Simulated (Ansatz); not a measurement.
# Ca3H4: the cost of one run

Computed with Ansatz 0.2.0 (DFT PBE, scalar-relativistic, plane waves, PAW, unless a step's input says otherwise).

## 1. The starting structure

It takes space group Im-3m (No. 229, cubic). Conventional cell: a = 6.101 Å, b = 6.101 Å, c = 6.101 Å, α = 90.00°, β = 90.00°, γ = 90.00°. Ca (site symmetry 4/mmm) is surrounded by 8 H at 2.64 Å. Around H (site symmetry -3m) lie 6 Ca at 2.64 Å.

Structure file:

```
CELL_PARAMETERS angstrom
-3.05059 3.05059 3.05059
3.05059 -3.05059 3.05059
3.05059 3.05059 -3.05059
ATOMIC_POSITIONS crystal
Ca 0.00000 0.50000 0.50000
Ca 0.50000 0.00000 0.50000
Ca 0.50000 0.50000 0.00000
H 0.50000 0.50000 0.50000
H 0.00000 0.00000 0.50000
H 0.00000 0.50000 0.00000
H 0.50000 0.00000 0.00000
```

The cell is invented: random cell by space group and Wyckoff sites (Im-3m, No. 229). The dimensions are guesses.

## 2. Probe: one point on a coarse mesh

input.yaml reads:

```yaml
crystal:
  lattice:
    - [-3.05059431, 3.05059431, 3.05059431]
    - [3.05059431, -3.05059431, 3.05059431]
    - [3.05059431, 3.05059431, -3.05059431]
  atoms:
    - { symbol: Ca, position: [0.0, 0.5, 0.5] }
    - { symbol: Ca, position: [0.5, 0.0, 0.5] }
    - { symbol: Ca, position: [0.5, 0.5, 0.0] }
    - { symbol: H, position: [0.5, 0.5, 0.5] }
    - { symbol: H, position: [0.0, 0.0, 0.5] }
    - { symbol: H, position: [0.0, 0.5, 0.0] }
    - { symbol: H, position: [0.5, 0.0, 0.0] }
basis:
  ecutwfc: 420
kpoints:
  mp_grid: { grid: [4, 4, 4] }
hamiltonian:
  xc: pbe
scf:
  occupations: { method: gaussian, width: 0.1 }
  lower_state_search: "off"
output:
  forces: true
  stress: true
  eigenvalues: true
```

Started as:

```
> ansatz run input.yaml --threads 1 --pin off --max-ram 2048MiB --backend cpu --events-out ev --progress --plain --runs-dir out
```

Q: Estimate wall time and peak memory on 1 thread of Arm Neoverse V2, shared host.

About 1.3 s, with a peak of 0.3 GiB.
